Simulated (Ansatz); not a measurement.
**HgP (zincblende): a single-point run**

Aim: a sound single-point run of HgP (zincblende). The structure is shown as the input types it.

Program: Ansatz 0.2.0. Level of theory: Kohn-Sham DFT, with the functional, basis and potentials that each input names. These are calculated values, not measurements.

2 further runs of the same task are left out: 2 that didn't finish. Runs told in other sessions of the task aren't counted.

## 1. The starting structure

It takes space group F-43m (No. 216, cubic). Conventional cell: a = 5.823 Å, b = 5.823 Å, c = 5.823 Å, α = 90.00°, β = 90.00°, γ = 90.00°. Hg (site symmetry -43m) has 4 P at 2.52 Å in its first shell of neighbours. Around P (site symmetry -43m) lie 4 Hg at 2.52 Å.

Structure file:

```cif
data_structure
_symmetry_space_group_name_H-M 'F-43m'
_symmetry_Int_Tables_number 216
_cell_length_a 5.8231
_cell_length_b 5.8231
_cell_length_c 5.8231
_cell_angle_alpha 90.000
_cell_angle_beta 90.000
_cell_angle_gamma 90.000
_cell_volume 197.45
loop_
_atom_site_label
_atom_site_type_symbol
_atom_site_symmetry_multiplicity
_atom_site_Wyckoff_symbol
_atom_site_fract_x
_atom_site_fract_y
_atom_site_fract_z
_atom_site_occupancy
Hg1 Hg 4 a 0.00000 0.00000 0.00000 1
P1 P 4 d 0.25000 0.25000 0.75000 1
```

## 2. The calculation

input.yaml

```yaml
crystal:
  lattice:
    - [0.0, 2.9115454995, 2.9115454995]
    - [2.9115454995, 0.0, 2.9115454995]
    - [2.9115454995, 2.9115454995, 0.0]
  atoms:
    - { symbol: Hg, position: [0.0, 0.0, 0.0] }
    - { symbol: P, position: [0.25, 0.25, 0.25] }
basis:
  ecutwfc: 500
  ecutrho_ratio: 4
kpoints:
  mp_grid: { grid: [10, 10, 10] }
hamiltonian:
  xc: b3-lyp
scf:
  occupations: { method: gaussian, width: 0.05 }
  max_iter: 75
output:
  forces: true
  stress: true
```

Run with:

```console
$ ansatz run input.yaml --threads 2 --pin off --max-ram 2662MiB --backend cpu --events-out ev --progress --plain --runs-dir out
```

What happens when this is run?

The program refused the input before any cycle. It says: «line 15 column 7: hamiltonian.xc: unknown variant `b3-lyp`, expected one of `lda`, `lda-pw`, `pw92`, `pbe`, `pbesol`, `rpbe`, `revpbe`, `blyp`, ...»

The suspect setting: hamiltonian.xc is b3-lyp. The functional or method isn't one that the program knows by that name.

Remedy: set hamiltonian.xc to r2scan. Any name on the list would pass the check; a listed functional of a like name need not be the same functional.
